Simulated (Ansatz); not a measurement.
Write a Python script for Ansatz 0.2.0 through its Python package that makes a relaxation followed by a look at the electronic structure of YZn, space group Fm-3m. Use (first run): LDA, PAW, the default cutoff (420 eV here), 6×6×6 k-points, Fermi-Dirac smearing of 0.05 eV.

```yaml
crystal:
  lattice:
    - [0.00000, 2.96299, 2.96299]
    - [2.96299, 0.00000, 2.96299]
    - [2.96299, 2.96299, 0.00000]
  atoms:
    - { symbol: Y, position: [0.00000, 0.00000, 0.00000] }
    - { symbol: Zn, position: [0.50000, 0.50000, 0.50000] }
```

Script `pipeline.py`:
```python
import ansatz
from ase import Atoms
import numpy as np

config = {
    'xc': 'LDA',
    'smearing': 'fermi_dirac',
    'width_ev': 0.05,
}


def count_gap(report):
    # lowest empty less highest filled band, counting bands; zero where they overlap
    return max(report.get('gap_by_band_count_ev') or 0.0, 0.0)


def configured(crystal, spacing):
    return (
        crystal.calculation()
        .functional(config['xc'])
        .occupations(config['smearing'], width=config['width_ev'])
        .kpoints(spacing=spacing)
    )

atoms = Atoms(
    ['Y', 'Zn'],
    scaled_positions=[
        (0.0, 0.0, 0.0),
        (0.5, 0.5, 0.5),
    ],
    cell=[
        (0.0, 2.962987, 2.962987),
        (2.962987, 0.0, 2.962987),
        (2.962987, 2.962987, 0.0),
    ],
    pbc=True,
)
yzn = ansatz.Crystal.from_ase(atoms)

relaxed = configured(yzn, 0.34).relax(cell=True, force_tolerance=0.01, max_steps=40).checkpoint(write='relax.run', compress=False).run(threads=1)
cell = np.asarray(relaxed.lattice.cell_ang)
print('relaxed edges (A):', np.linalg.norm(cell, axis=1).round(4), ' volume:', round(abs(np.linalg.det(cell)), 3), 'A^3')
for site in relaxed.lattice.sites:
    print(' ', site.symbol, np.round(site.position_frac, 4) + 0.0)

final = ansatz.Crystal.from_checkpoint('relax.run')
out = configured(final, 0.26).functional('lda').stress().band_table().density_of_states(energy_step=0.05).run(threads=1)
report = out.report
dos = out.density_of_states()
print(f'pressure at the relaxed cell {np.trace(report["stress_gpa"]) / 3:.3f} GPa, gap by band count {count_gap(report):.3f} eV')
if count_gap(report) == 0:
    print('states/eV at the Fermi level:', round(float(np.interp(dos.fermi_ev, dos.energies_ev, dos.spin_summed_g_bin_mean_per_ev)), 3))
```

```console
$ python pipeline.py
DeckWarning: basis.ecutwfc = 420 eV, auto-derived from the records' recommended cutoffs: set by Y (normal level)
relaxed edges (A): [4.071 4.071 4.071]  volume: 47.708 A^3
  Y [0. 0. 0.]
  Zn [0.5 0.5 0.5]
DeckWarning: crystal.checkpoint: the structure is that of relax.run, a `relax` run, at its step 4: its result, under lda at a charge of 0 e; 2 atoms read, 0 with a starting moment [...]
pressure at the relaxed cell 0.034 GPa, gap by band count 0.000 eV
states/eV at the Fermi level: 2.317
```
(Warnings from the package without file and line, shortened.)

The run is spin-unpolarised. The mesh is modest for a metal, so energies can be off by several to tens of meV an atom and pressures by half a GPa or more; differences at equal mesh fare better. The zero of the levels is a convention of the potentials, so an absolute Fermi energy is no work function. A gap by band count of zero or less means overlapping bands, a metal, and at an odd count of electrons it is no gap at all. The structure comes from a database of computed cells and needn't be a stable or known phase. Gaps and levels are Kohn-Sham values on a finite set of k-points, without spin-orbit coupling. Where the second run takes another functional or mesh than the relaxation, its pressure isn't zero; pressure is positive in compression. The computed bands are complete only to about 4.2 eV above the Fermi level; beyond that the density of states is undercounted. Timing: 5.2 s on 1 thread of Arm Neoverse V2, on a shared host, peak memory 0.4 GiB.

(Lines on the test bed's own set-up are left out of the output.)
